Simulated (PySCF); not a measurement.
# C₄H₄Ge: magnetic properties

Programs: PySCF 2.14.0, with routines of our own; each step states its level. All values are computed. Atoms count from 0.

### Step 1. The system as given

9 atoms, charge 0, multiplicity 1; geometry from: GFN2-xTB.

### Step 2. Magnetic properties: GIAO PBE0/def2-SVP

The job: settings as JSON, then the geometry in Å.

```
{"job": {"kind": "mag", "xc": "PBE0", "basis": "def2-SVP"}, "charge": 0, "multiplicity": 1}
Ge    -0.821070    -0.031440    -0.561610
C     -0.779140    -0.019730     1.333760
C     -0.752540    -0.017360     2.536300
H     -0.731380    -0.015760     3.589200
C      0.960450     0.024180    -1.207740
C      2.088390     0.068070    -1.622870
H      3.075990     0.105320    -1.986780
H     -1.559640     1.177530    -1.047950
H     -1.481050    -1.290810    -1.032320
```

Level: GIAO PBE0/def2-SVP magnetisability, rotational g tensor and spin-rotation constants, non-relativistic, gas phase.

Launch:

```
OMP_NUM_THREADS=1 python excited_run.py task.json out
```

This one command runs all jobs of the session in turn.

**Question.** How long does this first job take on 1 thread of Arm Neoverse N1, shared host, and how much memory does it need?

About 17 s, with a peak of 0.58 GiB.
